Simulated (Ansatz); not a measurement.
# CH₂OS₂Si: up Jacob's ladder to CCSD(T)

One table from this session's results is given with a row withheld; the runs are named, their logs left out.

Method: functionals in def2-TZVPP, the program's frozen cores in correlated methods; program: Ansatz 0.2.0, Gaussian basis.

Plan: LDA (SPW92), PBE-D4, revPBE-D4, BLYP-D4, r2SCAN-D4, B97M-V, PBE0-D4, B3LYP-D4, r2SCANh-D4, r2SCAN0-D4, HSE06-D4, BHLYP-D4, CAM-B3LYP-D4, LC-ωPBE, ωB97X-V, ωB97M-V, B2PLYP, PBE-QIDH; CCSD(T)/def2-SVP; CCSD(T)/def2-TZVPP; MP2/def2-QZVPP; extrapolation to the limit; RPA on PBE.

**Structure used throughout**

All runs share one geometry, relaxed beforehand with PBE0-D4 in a triple-zeta def2 set.

SMILES `O=C1[SiH2]SS1`, 7 atoms, charge 0, spin multiplicity 1.

Atoms are counted from 1 here; the program's logs count them from 0.

Bond lengths: O1–C2 1.189 Å, C2–Si3 1.926 Å, C2–S5 1.811 Å, Si3–S4 2.148 Å, Si3–H6 1.484 Å, Si3–H7 1.483 Å, S4–S5 2.106 Å. Angles: O1–C2–Si3 136.4°, O1–C2–S5 125.1°, Si3–C2–S5 98.5°, C2–Si3–S4 86.9°, C2–Si3–H6 114.2°, C2–Si3–H7 114.8°, S4–Si3–H6 114.7°, S4–Si3–H7 114.8°, H6–Si3–H7 110.0°, Si3–S4–S5 83.5°, C2–S5–S4 91.2°.

Coordinates:

```
atom     x (Å)     y (Å)     z (Å)
  O1  -1.39463  -1.61697  -0.70388
  C2  -0.48177  -0.99855  -0.25995
 Si3  -0.04843   0.86111  -0.00985
  S4   1.79975   0.19282   0.85612
  S5   1.03252  -1.72037   0.42274
  H6   0.09860   1.62553  -1.27273
  H7  -0.94485   1.58833   0.92195
```

The first run:

Contents of in.yaml:

```yaml
crystal:
  periodic: [false, false, false]
  atoms:
    - {symbol: O, position_ang: [-1.394634, -1.616974, -0.703882]}
    - {symbol: C, position_ang: [-0.481773, -0.998547, -0.259949]}
    - {symbol: Si, position_ang: [-0.048428, 0.861113, -0.009849]}
    - {symbol: S, position_ang: [1.799755, 0.192822, 0.856120]}
    - {symbol: S, position_ang: [1.032523, -1.720372, 0.422739]}
    - {symbol: H, position_ang: [0.098603, 1.625525, -1.272725]}
    - {symbol: H, position_ang: [-0.944846, 1.588332, 0.921945]}
basis:
  gaussian: {orbitals: def2-TZVPP}
hamiltonian: {xc: lda}
output: {orbitals: {seedname: orbitals}}
```

Started as:

```console
> ansatz run in.yaml --threads 2 --pin off --events-out ev --progress --plain --max-ram 4352MiB
```

Steps of the session up to this table: LDA; PBE-D4 (GGA); revPBE-D4 (GGA); BLYP-D4 (GGA); r2SCAN-D4 (meta-GGA); B97M-V (meta-GGA); PBE0-D4 (hybrid); B3LYP-D4 (hybrid); r2SCANh-D4 (hybrid); r2SCAN0-D4 (hybrid); HSE06-D4 (hybrid); BHLYP-D4 (hybrid); CAM-B3LYP-D4 (range-separated); LC-ωPBE (range-separated); ωB97X-V (range-separated); ωB97M-V (range-separated); B2PLYP (double hybrid); PBE-QIDH (double hybrid).

One of the session's tables, all rows but one given; the rest of the session is left out.

It belongs to the step «Frontier levels by functional». 

```
  functional  HOMO (eV)  LUMO (eV)  gap (eV)
 LDA (SPW92)      -5.88      -3.30      2.58
      PBE-D4      -5.74      -3.06      2.68
   revPBE-D4      -5.69      -2.97      2.72
     BLYP-D4      -5.57      -2.90      2.66
   r2SCAN-D4      -5.97      -2.92      3.06
      B97M-V      -6.07      -2.84      3.22
     PBE0-D4      -6.87      -2.14      4.73
    B3LYP-D4          ?          ?         ?
  r2SCANh-D4      -6.39      -2.57      3.82
  r2SCAN0-D4      -7.02      -2.06      4.96
    HSE06-D4      -6.48      -2.52      3.96
    BHLYP-D4      -7.87      -1.11      6.76
CAM-B3LYP-D4      -8.12      -1.02      7.11
     LC-ωPBE      -9.46       0.15      9.61
     ωB97X-V      -9.11       0.03      9.15
     ωB97M-V      -8.95      -0.14      8.81
```

Estimate the missing values for B3LYP-D4.

Worked estimate for «HOMO (eV)». Against the share of exact exchange, BLYP-D4 (0, -5.57), BHLYP-D4 (0.5, -7.87) give a slope of -4.60 per unit share; at 0.2 the line stands at -6.49.

**Answer.** HOMO (eV): -6.64; LUMO (eV): -2.34; gap (eV): 4.30. In «HOMO (eV)» the line misses by +0.15.
